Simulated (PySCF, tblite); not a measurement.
# C4H9BO: geometry, infrared bands and NMR shifts

Aim: predict the infrared bands and NMR shifts of C4H9BO (`[BH3-][O+]1CC=CC1`).

The runs use tblite 0.8.0 and PySCF 2.14.0, with density-fitted response routines of our own; the level of theory stands in each step. All values are computed, except where a source is named. Atoms are numbered from 0 throughout.

## (1) The molecule as given

15 atoms, charge 0, multiplicity 1; geometry from: force field or distance geometry start.

Bonds of the start (Å): B0–O1 1.47, O1–C2 1.37, C2–C3 1.47, C3–C4 1.36, C4–C5 1.47, C5–O1 1.39, B0–H6 1.20, B0–H7 1.18, B0–H8 1.19, C2–H9 1.12, C2–H10 1.09, C3–H11 1.09, C4–H12 1.09, C5–H13 1.10, C5–H14 1.11.

## (2) Geometry optimisation with GFN2-xTB

The job: settings as JSON, then the geometry in Å.

```
{"job": {"kind": "relax", "xc": "GFN2-xTB", "basis": "xTB"}, "charge": 0, "multiplicity": 1}
B      1.635900    -0.134400    -0.246300
O      0.522300     0.256400     0.627900
C     -0.300900     1.210200     0.095700
C     -1.176500     0.428300    -0.789700
C     -1.202600    -0.822600    -0.258200
C     -0.346500    -0.789900     0.935800
H      1.478100     0.405700    -1.311200
H      1.683200    -1.306300    -0.407700
H      2.636000     0.191000     0.301400
H     -0.844500     1.672700     0.960300
H      0.200700     2.018800    -0.426100
H     -1.708500     0.763800    -1.682600
H     -1.773800    -1.650600    -0.689500
H      0.165700    -1.754800     1.069600
H     -0.973200    -0.480400     1.798800
```

On the command line:

```sh
> OMP_NUM_THREADS=1 python probes_run.py task.json out
```

The driver reads the jobs from task.json and runs them one after another.

**Question.** This job is followed by: GFN2-xTB harmonic vibrations, gas phase; GIAO PBE0/pcSseg-1 NMR shielding, non-relativistic, gas phase. Predict these results of the whole session: strongest single infrared mode (GFN2-xTB); zero-point energy (GFN2-xTB); ¹³C shifts against TMS (PBE0/pcSseg-1, means over atoms taken as alike); ¹H shifts against TMS (PBE0/pcSseg-1, means over atoms taken as alike); ¹¹B shifts against BF3·OEt2 (PBE0/pcSseg-1); ¹⁷O shifts against H2O (PBE0/pcSseg-1); surface potential, 1st and 99th percentile.

The runs gave:

| quantity | value |
| --- | --- |
| strongest single infrared mode (GFN2-xTB) | 2419 cm⁻¹, 252 km/mol |
| zero-point energy (GFN2-xTB) | 76.3 kcal/mol |
| ¹³C shifts against TMS (PBE0/pcSseg-1, means over atoms taken as alike) | 133.0, 87.9 ppm |
| ¹H shifts against TMS (PBE0/pcSseg-1, means over atoms taken as alike) | 5.92, 5.06, 3.11 ppm |
| ¹¹B shifts against BF3·OEt2 (PBE0/pcSseg-1) | -1.9 ppm |
| ¹⁷O shifts against H2O (PBE0/pcSseg-1) | 31.6 ppm |
| surface potential, 1st and 99th percentile | -1.52 V and 1.50 V |

What this shows: The optimisation took 97 steps and gained 0.879 eV; among the close pairs (by a distance rule), B0–O1 changed most, from 1.469 to 1.637 Å. All 39 modes are real, so the xTB geometry is a minimum. The strongest single mode, at 2419 cm⁻¹, moves mainly H6. GFN2-xTB is a fitted tight-binding method: band positions and strengths are rough. Its intensities can rank the bands wrongly. The most deshielded carbon is C3, C4 (mean) (alkene CH), at 133.0 ppm: as expected for a trigonal carbon in a double bond. H11, H12 (mean) (hydrogen on an alkene CH) lies farthest downfield among hydrogen, at 5.92 ppm; a vinylic proton, deshielded by the sp2 carbon and the C=C anisotropy. At PBE0/pcSseg-1: The largest span, 194 ppm, is at C3, C4, where the paramagnetic term is -204 ppm. By nearest atom (PBE0/pcSseg-1), the HOMO sits on H6 43 %; B0 15 % and the LUMO on C3, C4 about 32 % each; H11, H12 about 9 % each.
